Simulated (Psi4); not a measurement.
**WO3 (tungsten trioxide) at r2SCAN/def2-SVPD (core potential)**

Aim: the energy change on altering one bond length of WO3 (tungsten trioxide) at r2SCAN/def2-SVPD (core potential), from 2 runs. 

Program for the calculation: Psi4 1.11.

## (1) The system as given

WO3 has 4 atoms, charge 0, and is taken as a singlet. As SMILES, `[O]=[W](=[O])=[O]`. The shape is that of a PBE0-D4/def2-TZVP optimisation.

Bond lengths: O1–W2 1.716 Å, W2–O3 1.716 Å, W2–O4 1.716 Å. Angles: O1–W2–O3 107.5°, O1–W2–O4 107.5°, O3–W2–O4 107.5°.

## (2) Energy and forces at r2SCAN/def2-SVPD (core potential)

Contents of run_ase.py:

```python
import numpy as np
from ase.calculators.psi4 import Psi4
from ase import Atoms

atoms = Atoms(['O', 'W', 'O', 'O'], positions=[
    [-0.237500, 0.265200, 1.555000],
    [-0.366400, -0.283700, -0.065200],
    [1.071700, -1.143300, -0.433900],
    [-0.412200, 1.101500, -1.076300],
])
calc = Psi4(atoms=atoms, method='r2scan', basis='def2-SVPD', memory='1600MB', num_threads=1, charge=0, multiplicity=1, label='calc', reference='rks')
calc.psi4.set_options({'puream': True, 'e_convergence': 1e-09, 'd_convergence': 1e-08, 'scf_type': 'pk', 'dft_radial_points': 99, 'dft_spherical_points': 590})
atoms.calc = calc

forces = atoms.get_forces()
print(f'energy: {atoms.get_potential_energy():.6f} eV')
print('forces / eV A^-1')
print(np.round(forces, 5))
```

Run with:

```bash
python run_ase.py
```

calc.dat (excerpt; [...] marks lines left out):

```text
[...]
    !!!  WARNING: ECP capability is in beta. Please check occupations closely.  !!!
[...]
  Running in c1 symmetry.
[...]
  Nuclear repulsion =  140.368928856597250
[...]
  Multiplicity = 1
[...]
  Nalpha       = 19
  Nbeta        = 19
[...]
    Number of basis functions: 104
[...]
   @RKS iter   1:  -291.35324703623388    2.36636e-01   1.64274e-02 ADIIS/DIIS
[...]
   @RKS iter  14:  -292.61262497126364    5.68434e-14   4.14052e-09 DIIS
[...]
    Orbital Energies [Eh]
    ---------------------
    Doubly Occupied:
       1A    -18.989394     2A    -18.989390     3A    -18.989382
       4A     -3.018892     5A     -1.689522     6A     -1.689513
       7A     -1.687493     8A     -0.893676     9A     -0.874159
      10A     -0.874150    11A     -0.404172    12A     -0.404168
      13A     -0.385150    14A     -0.385135    15A     -0.383764
      16A     -0.328444    17A     -0.295544    18A     -0.295544
      19A     -0.287060
[...]
  @RKS Final Energy:  -292.61262497126364
   => Energetics <=
    Nuclear Repulsion Energy =            140.3689288565972504
    One-Electron Energy =                -702.8298799728222548
    Two-Electron Energy =                 303.0446426436736829
    DFT Exchange-Correlation Energy =     -33.1963164987122710
    Empirical Dispersion Energy =           0.0000000000000000
    VV10 Nonlocal Energy =                  0.0000000000000000
    Total Energy =                       -292.6126249712636422
[...]
 Multipole Moments:
 ------------------------------------------------------------------------------------
     Multipole            Electronic (a.u.)      Nuclear  (a.u.)        Total (a.u.)
 ------------------------------------------------------------------------------------
 L = 1.  Multiply by 2.5417464519 to convert [e a0] to [Debye]
 Dipole X            :        -17.2425880           15.4639477           -1.7786404
 Dipole Y            :        -12.1793507           10.9229633           -1.2563874
 Dipole Z            :         -2.7248433            2.4438161           -0.2810272
 Magnitude           :                                                    2.1956883
[...]
  -Total Gradient:
     Atom            X                  Y                   Z
    ------   -----------------  -----------------  -----------------
       1       -0.004327163565    -0.007348610091    -0.015726107832
       2        0.022695465618     0.015976191406     0.003636211509
       3       -0.016655670606     0.005926890215     0.002962750809
       4       -0.002647788758    -0.015163999007     0.009013151915
[...]
```

Standard output:

```text
energy: -7962.395094 eV
forces / eV A^-1
[[ 0.22251  0.37788  0.80867]
 [-1.16705 -0.82153 -0.18698]
 [ 0.85647 -0.30477 -0.15235]
 [ 0.13615  0.77976 -0.46347]]
```

Run time: 25 s. Hardware: 1 thread of Intel Xeon 6975P-C (Granite Rapids), shared host; peak memory 0.71 GiB.

## (3) The distorted shape at the same level

Contents of o3w.xyz:

```xyz
4
O3W
O     -0.668958     0.523097     1.665617
W     -0.797858    -0.025803     0.045417
O      1.071700    -1.143300    -0.433900
O     -0.843658     1.359397    -0.965683
```

Contents of run.py:

```python
import psi4

psi4.set_memory('1600 MB')
psi4.set_num_threads(1)
psi4.core.set_output_file('psi4.out', False)

with open('o3w.xyz') as f:
    atoms = ''.join(f.readlines()[2:])
m = psi4.geometry('0 1\n' + atoms + 'symmetry c1\nno_reorient\nno_com')

options = {'basis': 'def2-SVPD', 'puream': True, 'e_convergence': 1e-09, 'd_convergence': 1e-08, 'scf_type': 'pk', 'dft_radial_points': 99, 'dft_spherical_points': 590}
psi4.set_options(options)

energy_value, wavefunction = psi4.gradient('r2scan', molecule=m, return_wfn=True)
psi4.oeprop(wavefunction, 'QUADRUPOLE', 'LOWDIN_CHARGES', 'WIBERG_LOWDIN_INDICES', title='R2SCAN')
print('gradient / Eh bohr^-1')
print(energy_value.np.round(6))
print(f'energy = {wavefunction.energy():.10f} Eh')
for k, v in sorted(psi4.core.scalar_variables().items()):
    print(f'{k:45s} {v:18.10f}')
```

Run with:

```bash
python run.py
```

psi4.out (excerpt; [...] marks lines left out):

```text
[...]
    !!!  WARNING: ECP capability is in beta. Please check occupations closely.  !!!
[...]
  Running in c1 symmetry.
[...]
  Nuclear repulsion =  129.105406971355535
[...]
  Multiplicity = 1
[...]
  Nalpha       = 19
  Nbeta        = 19
[...]
    Number of basis functions: 104
[...]
   @RKS iter   1:  -290.71224390881480    4.65647e-01   1.83129e-02 DIIS/ADIIS
[...]
   @RKS iter  18:  -292.51020620445775    4.54747e-13   2.26527e-09 DIIS
[...]
  @RKS Final Energy:  -292.51020620445775
   => Energetics <=
    Nuclear Repulsion Energy =            129.1054069713555350
    One-Electron Energy =                -679.9294481195859134
    Two-Electron Energy =                 291.2695949365026422
    DFT Exchange-Correlation Energy =     -32.9557599927299307
    Empirical Dispersion Energy =           0.0000000000000000
    VV10 Nonlocal Energy =                  0.0000000000000000
    Total Energy =                       -292.5102062044577451
[...]
  -Total Gradient:
     Atom            X                  Y                   Z
    ------   -----------------  -----------------  -----------------
       1        0.001540251087    -0.001017310324     0.009553145635
       2       -0.119241745306     0.064490710207     0.028474882811
       3        0.116780374695    -0.068909310490    -0.029657591217
       4        0.000341818574     0.004774722941    -0.008542046356
[...]
 Multipole Moments:
 ------------------------------------------------------------------------------------
     Multipole            Electronic (a.u.)      Nuclear  (a.u.)        Total (a.u.)
 ------------------------------------------------------------------------------------
 L = 1.  Multiply by 2.5417464519 to convert [e a0] to [Debye]
 Dipole X            :         25.5554086          -27.7739474           -2.2185388
 Dipole Y            :        -11.1570332           10.4923453           -0.6646879
 Dipole Z            :         -5.2871877            5.2234109           -0.0637768
 Magnitude           :                                                    2.3168495
 L = 2.  Multiply by 1.3450342976 to convert [e a0^2] to [Debye ang]
 Quadrupole XX       :       -123.3322732           97.7561840          -25.5760891
 Quadrupole XY       :         82.3102114          -76.7362755            5.5739359
[...]
```

On the terminal:

```text
gradient / Eh bohr^-1
[[ 0.00154  -0.001017  0.009553]
 [-0.119242  0.064491  0.028475]
 [ 0.11678  -0.068909 -0.029658]
 [ 0.000342  0.004775 -0.008542]]
energy = -292.5102062045 Eh
CURRENT ENERGY                                   -292.5102062045
CURRENT REFERENCE ENERGY                         -292.5102062045
DD SOLVATION ENERGY                                 0.0000000000
DFT FUNCTIONAL TOTAL ENERGY                      -292.5102062045
DFT TOTAL ENERGY                                 -292.5102062045
DFT VV10 ENERGY                                     0.0000000000
DFT XC ENERGY                                     -32.9557599927
GRID ELECTRONS ALPHA                               18.9999987036
GRID ELECTRONS BETA                                18.9999987036
GRID ELECTRONS TOTAL                               37.9999974073
NUCLEAR REPULSION ENERGY                          129.1054069714
ONE-ELECTRON ENERGY                              -679.9294481196
PCM POLARIZATION ENERGY                             0.0000000000
PE ENERGY                                           0.0000000000
SCF ITERATION ENERGY                             -292.5102062045
SCF ITERATIONS                                     18.0000000000
SCF TOTAL ENERGY                                 -292.5102062045
TWO-ELECTRON ENERGY                               291.2695949365
XC GRID RADIAL POINTS                              99.0000000000
XC GRID SPHERICAL POINTS                          590.0000000000
XC GRID TOTAL POINTS                           226544.0000000000
```

Run time: 29 s. Hardware: 1 thread of Intel Xeon 6975P-C (Granite Rapids), shared host; peak memory 0.69 GiB.

## (4) Results

At r2SCAN/def2-SVPD (core potential):

| quantity | value |
| --- | --- |
| first shape: total energy | -292.61262 Eh |
| first shape: dipole moment | 5.58 D |
| first shape: HOMO energy | -7.81 eV |
| first shape: LUMO energy | -5.37 eV |
| first shape: HOMO–LUMO gap | 2.45 eV |
| first shape: largest force on an atom | 1.439 eV/Å |
| distorted shape: total energy | -292.51021 Eh |
| distorted shape: dipole moment | 5.89 D |
| distorted shape: HOMO energy | -6.70 eV |
| distorted shape: LUMO energy | -6.00 eV |
| distorted shape: HOMO–LUMO gap | 0.70 eV |
| distorted shape: largest force on an atom | 7.137 eV/Å |
| energy change with the W2–O3 bond stretched from 1.716 to 2.230 Å | 2.787 eV |

In words: With the W2–O3 bond stretched from 1.716 to 2.230 Å the energy rises by 2.79 eV (269 kJ/mol). The first shape isn't relaxed at this level, so the change isn't measured from a minimum. The largest force (first shape) is 1.44 eV/Å: the shape isn't a stationary point for this species at this level.
